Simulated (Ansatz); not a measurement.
**CH₆AlNSi: small, medium and large basis sets**

One table from this session's results is given with a row withheld; the runs are named, their logs left out.

Computed with Ansatz 0.2.0, Gaussian basis. Level: one geometry, several basis sets.

Plan: PBE0-D4/def2-SVP; ωB97M-V/def2-SVP; PBE0-D4/def2-QZVPP; ωB97M-V/def2-QZVPP; the functionals' def2-TZVPP values are taken from earlier runs.

**The geometry**

The geometry comes from an earlier relaxation with PBE0-D4 in a triple-zeta def2 set; it is a stationary point, not always the lowest conformer.

SMILES `[SiH3][CH]1[NH][AlH]1`, 10 atoms, charge 0, spin multiplicity 1.

Atoms are counted from 1 here; the program's logs count them from 0.

Bond lengths: Si1–C2 1.853 Å, Si1–H5 1.491 Å, Si1–H6 1.495 Å, Si1–H7 1.495 Å, C2–N3 1.522 Å, C2–Al4 1.926 Å, C2–H8 1.095 Å, N3–Al4 1.718 Å, N3–H9 1.005 Å, Al4–H10 1.568 Å. Angles: C2–Si1–H5 111.0°, C2–Si1–H6 113.4°, C2–Si1–H7 109.4°, H5–Si1–H6 107.8°, H5–Si1–H7 108.3°, H6–Si1–H7 106.7°, Si1–C2–N3 116.7°, Si1–C2–Al4 120.3°, Si1–C2–H8 114.9°, N3–C2–Al4 58.4°, N3–C2–H8 114.5°, Al4–C2–H8 119.6°, C2–N3–Al4 72.7°, C2–N3–H9 120.3°, Al4–N3–H9 165.7°, C2–Al4–N3 49.0°, C2–Al4–H10 164.3°, N3–Al4–H10 146.7°.

Geometry (Å):

```
Si   -1.3390    0.4785   -0.3460
C     0.0441   -0.6996    0.0186
N     1.0219   -0.2882    1.1102
Al    1.8640   -0.2156   -0.3852
H    -2.1471    0.0118   -1.5091
H    -2.2693    0.6782    0.8075
H    -0.7730    1.8215   -0.6771
H    -0.2428   -1.7557    0.0405
H     0.7045   -0.1677    2.0556
H     3.2201    0.0855   -1.1122
```

The first run:

in.yaml reads:

```yaml
crystal:
  periodic: [false, false, false]
  atoms:
    - {symbol: Si, position_ang: [-1.339047, 0.478535, -0.345996]}
    - {symbol: C, position_ang: [0.044103, -0.699620, 0.018598]}
    - {symbol: N, position_ang: [1.021857, -0.288211, 1.110183]}
    - {symbol: Al, position_ang: [1.863990, -0.215552, -0.385169]}
    - {symbol: H, position_ang: [-2.147139, 0.011836, -1.509092]}
    - {symbol: H, position_ang: [-2.269315, 0.678231, 0.807515]}
    - {symbol: H, position_ang: [-0.772998, 1.821502, -0.677090]}
    - {symbol: H, position_ang: [-0.242844, -1.755675, 0.040507]}
    - {symbol: H, position_ang: [0.704514, -0.167672, 2.055633]}
    - {symbol: H, position_ang: [3.220079, 0.085527, -1.112189]}
basis:
  gaussian: {orbitals: def2-SVP}
hamiltonian: {xc: pbe0, dispersion: d4}
output: {orbitals: {seedname: orbitals}}
```

Launch:

```bash
$ ansatz run in.yaml --threads 2 --pin off --events-out ev --progress --plain --max-ram 4352MiB
```

Among the steps run: PBE0-D4 in def2-SVP; ωB97M-V in def2-SVP; PBE0-D4 in def2-QZVPP; ωB97M-V in def2-QZVPP.

One of the session's tables, all rows but one given; the rest of the session is left out.

It belongs to the step «Functionals by basis». 

```
functional       basis  HOMO (eV)
   PBE0-D4    def2-SVP      -6.35
   PBE0-D4  def2-TZVPP      -6.42
   PBE0-D4  def2-QZVPP          ?
   ωB97M-V    def2-SVP      -8.58
   ωB97M-V  def2-TZVPP      -8.68
   ωB97M-V  def2-QZVPP      -8.71
```

Q: Estimate the row for PBE0-D4, def2-QZVPP from the others.

As computed: HOMO (eV): -6.45. In the column «HOMO (eV)» it lies between ωB97M-V, def2-SVP (-8.58) and PBE0-D4, def2-TZVPP (-6.42).
